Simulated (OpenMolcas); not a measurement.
# HF/def2-TZVP (Cholesky decomposition, core potential) run of HfCl4 (SMILES [Cl][Hf]([Cl])([Cl])[Cl])

Aim: the vertical ionisation energy of HfCl4 at HF/def2-TZVP (Cholesky decomposition, core potential), from 2 runs. 

The calculation is run with OpenMolcas 26.06.

### Step 1. The molecule

The species is HfCl4 (5 atoms), meant as a singlet with charge 0. SMILES: `[Cl][Hf]([Cl])([Cl])[Cl]`. Geometry: a GFN2-xTB relaxation, a rough one for these elements and not checked as a minimum.

Bond lengths: Cl1–Hf2 2.244 Å, Hf2–Cl3 2.243 Å, Hf2–Cl4 2.245 Å, Hf2–Cl5 2.244 Å. Angles: Cl1–Hf2–Cl3 109.9°, Cl1–Hf2–Cl4 108.9°, Cl1–Hf2–Cl5 109.8°, Cl3–Hf2–Cl4 109.6°, Cl3–Hf2–Cl5 109.5°, Cl4–Hf2–Cl5 109.1°.

### Step 2. The energy at HF/def2-TZVP (Cholesky decomposition, core potential)

The input, job.input:

```
* Cl4Hf Hartree-Fock

&gateway
  baslib = $CurrDir
  coord
  5
  bohr
  Cl    -0.10803564    -0.40324866     4.22176155
  Hf     0.01139505    -0.00300466     0.00245664
  Cl     2.76221268    -2.78409570    -1.63208086
  Cl    -3.86097503    -0.74545916    -1.56165077
  Cl     1.19542185     3.93580819    -1.03048655
  basis = def2-TZVP
  group = NoSym

&seward
  medium

&scf
  prorbitals = 1 1
```

The basis set def2-TZVP is read from a file made from the Basis Set Exchange's data (not shown).

The run is started by

```sh
$ export MOLCAS_MEM=1860
$ pymolcas job.input > job.log
```

Log:

```text
--- Start Module: gateway ---
[...]
--- Stop Module: gateway /rc=_RC_ALL_IS_WELL_ ---
--- Start Module: seward ---
[...]
      Basis functions          188
--- Stop Module: seward /rc=_RC_ALL_IS_WELL_ ---
[...]
--- Start Module: scf ---
[...]
       Convergence after  11 Iterations
[...]
::    Total SCF energy                              -1885.8628617900
[...]
      Total spin, S                                     0.0000000000
[...]
      Total electronic charge=   80.000000
      Total            charge=   -0.000000
[...]
      Dipole Moment (debye):
      Origin of the operator (angstrom)=    0.0027   -0.0007    0.0006
                   X=  4.6264E-02               Y= -1.2627E-02               Z=  1.0850E-02           Total=  4.9168E-02
      Quadrupole Moment (debye*angstrom):
[...]
--- Stop Module: scf /rc=_RC_ALL_IS_WELL_ ---
[...]
```

Wall time 41 s (1 thread of Arm Neoverse V1, shared host); peak memory 0.19 GiB.

### Step 3. The doublet cation

The input, job.input:

```
>>> EXPORT MOLCAS_PRINT=2

&GATEWAY
  BASLIB=$CurrDir
  COORD
  5
  bohr
  Cl    -0.10803564    -0.40324866     4.22176155
  Hf     0.01139505    -0.00300466     0.00245664
  Cl     2.76221268    -2.78409570    -1.63208086
  Cl    -3.86097503    -0.74545916    -1.56165077
  Cl     1.19542185     3.93580819    -1.03048655
  BASIS=def2-TZVP
  GROUP=NoSym

&SEWARD
  MEDIUM

&SCF
  UHF
  CHARGE=1
  SPIN=2
  PRORBITALS=1 1
```

The basis set def2-TZVP is read from a file made from the Basis Set Exchange's data (not shown).

The run is started by

```sh
$ export MOLCAS_MEM=1860
$ pymolcas job.input > job.log
```

Log:

```text
--- Start Module: gateway ---
[...]
--- Stop Module: gateway /rc=_RC_ALL_IS_WELL_ ---
--- Start Module: seward ---
[...]
      Basis functions          188
--- Stop Module: seward /rc=_RC_ALL_IS_WELL_ ---
[...]
--- Start Module: scf ---
[...]
       Convergence after 150 Iterations
[...]
::    Total SCF energy                              -1885.4382706852
[...]
      Total spin, S                                     0.5061142552
[...]
      Total electronic charge=   79.000000
      Total            charge=    1.000000
[...]
      Dipole Moment (debye):
      Origin of the operator (angstrom)=    0.0027   -0.0007    0.0006
                   X= -5.5988E+00               Y= -1.0442E+00               Z= -2.0800E+00           Total=  6.0633E+00
      Center of Charge (angstrom)
[...]
--- Stop Module: scf /rc=_RC_ALL_IS_WELL_ ---
[...]
```

Wall time 8.1 min (1 thread of Arm Neoverse V1, shared host); peak memory 0.26 GiB.

### Step 4. Outcome

Level: HF/def2-TZVP (Cholesky decomposition, core potential).

```
                                          quantity           value
                       singlet HfCl4: total energy  -1885.86286 Eh
                      singlet HfCl4: dipole moment          0.05 D
                        singlet HfCl4: HOMO energy       -12.98 eV
                        singlet HfCl4: LUMO energy         2.02 eV
                      singlet HfCl4: HOMO–LUMO gap        14.99 eV
                      doublet cation: total energy  -1885.43827 Eh
doublet cation: HOMO energy (highest over α and β)       -17.23 eV
 doublet cation: LUMO energy (lowest over α and β)        -9.94 eV
                              doublet cation: ⟨S²⟩           0.762
vertical ionisation energy (to the doublet cation)       11.554 eV
```

The vertical ionisation energy comes to 11.55 eV (1115 kJ/mol). −ε(HOMO) before ionisation, 12.98 eV, is 1.42 eV above this ionisation energy. Mulliken charges (doublet cation) run from -0.27 on Cl3 to +1.47 on Hf2.
